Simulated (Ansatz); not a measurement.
**F₂H₆N₂OSi₂: a ladder of functionals and wavefunction methods**

How much do the methods differ for F₂H₆N₂OSi₂? The plan is to run it at one geometry with functionals of several rungs and with coupled cluster, and see how far each lands from CCSD(T) at the basis-set limit for the atomisation energy.

The runs use Ansatz 0.2.0, Gaussian basis; functionals in def2-TZVPP, the program's frozen cores in correlated methods.

The runs, in order: PBE-D4, r2SCAN-D4, PBE0-D4, B3LYP-D4, ωB97X-V, ωB97M-V, B2PLYP; CCSD(T)/def2-TZVPP; MP2/def2-QZVPP; extrapolation to the limit.

### Step 1. The geometry

An earlier PBE0-D4 in a triple-zeta def2 set relaxation fixed the geometry.

SMILES `N[Si@H](F)O[Si@H](N)F`, 13 atoms, charge 0, spin multiplicity 1.

Atoms are counted from 1 here; the program's logs count them from 0.

Bond lengths: N1–Si2 1.708 Å, N1–H8 1.008 Å, N1–H9 1.009 Å, Si2–F3 1.591 Å, Si2–O4 1.619 Å, Si2–H10 1.474 Å, O4–Si5 1.632 Å, Si5–N6 1.687 Å, Si5–F7 1.598 Å, Si5–H11 1.472 Å, N6–H12 1.005 Å, N6–H13 1.009 Å. Angles: Si2–N1–H8 118.7°, Si2–N1–H9 119.5°, H8–N1–H9 110.7°, N1–Si2–F3 105.1°, N1–Si2–O4 109.0°, N1–Si2–H10 117.5°, F3–Si2–O4 111.5°, F3–Si2–H10 106.6°, O4–Si2–H10 107.2°, Si2–O4–Si5 140.5°, O4–Si5–N6 108.6°, O4–Si5–F7 105.5°, O4–Si5–H11 111.6°, N6–Si5–F7 113.8°, N6–Si5–H11 111.8°, F7–Si5–H11 105.3°, Si5–N6–H12 123.3°, Si5–N6–H13 120.3° and more.

### Step 2. PBE-D4 (GGA)

Contents of in.yaml:

```yaml
crystal:
  periodic: [false, false, false]
  atoms:
    - {symbol: N, position_ang: [0.717389, -1.548584, -0.808782]}
    - {symbol: Si, position_ang: [1.591082, -0.347353, 0.034754]}
    - {symbol: F, position_ang: [1.836883, -0.955871, 1.484253]}
    - {symbol: O, position_ang: [0.700687, 1.002807, 0.102737]}
    - {symbol: Si, position_ang: [-0.852726, 1.479469, 0.251205]}
    - {symbol: N, position_ang: [-1.800620, 0.127787, 0.600527]}
    - {symbol: F, position_ang: [-1.219081, 2.183216, -1.135589]}
    - {symbol: H, position_ang: [0.963064, -2.516315, -0.666761]}
    - {symbol: H, position_ang: [0.450261, -1.386200, -1.767683]}
    - {symbol: H, position_ang: [2.914135, 0.028611, -0.494949]}
    - {symbol: H, position_ang: [-1.000945, 2.529596, 1.271725]}
    - {symbol: H, position_ang: [-2.767358, 0.185536, 0.869366]}
    - {symbol: H, position_ang: [-1.532772, -0.782701, 0.259188]}
basis:
  gaussian: {orbitals: def2-TZVPP}
hamiltonian: {xc: pbe, dispersion: d4}
output: {forces: true, orbitals: {seedname: orbitals}}
```

The run is started by

```sh
$ ansatz run in.yaml --threads 2 --pin off --events-out ev --progress --plain --max-ram 32768MiB --backend cuda --devices 0, --max-vram 18GiB
```

After this run come: r2SCAN-D4 (meta-GGA); PBE0-D4 (hybrid); B3LYP-D4 (hybrid); ωB97X-V (range-separated); ωB97M-V (range-separated); B2PLYP (double hybrid); CCSD(T) in def2-TZVPP; MP2 in def2-QZVPP.

Before running them: what should the planned runs give, taken together? Wanted: atomisation energy, CCSD(T)/CBS; farthest; mean size of error, hybrid; mean size of error, range-separated; gap, smallest and largest; T1 diagnostic; triples share of the correlation energy.

**Answer**, as computed:

| quantity | value |
| --- | --- |
| atomisation energy, CCSD(T)/CBS | 5161.7 kJ/mol |
| functionals within 25.8 kJ/mol (0.5 %) | PBE-D4, ωB97X-V, ωB97M-V |
| farthest | PBE0-D4 (-94.0 kJ/mol) |
| mean size of error, hybrid | 65.6 kJ/mol |
| mean size of error, range-separated | 4.5 kJ/mol |
| gap, smallest and largest | 6.22 eV (PBE-D4), 12.95 eV (ωB97X-V) |
| T1 diagnostic | 0.0113 |
| triples share of the correlation energy | 3.2 % |

**Reading.** PBE-D4 misses by +12.8 kJ/mol. Double hybrids carry the basis error of their MP2 part in triple zeta, and no dispersion term here, so their miss is partly the set-up's. Misses under about 25.8 kJ/mol are within the doubt on the reference itself, which lacks core-valence correlation, relativity and higher excitations. Hartree-Fock recovers 71 % of the binding; the rest is correlation. Orbital gaps span 6.2 to 13.0 eV; exact exchange widens them.
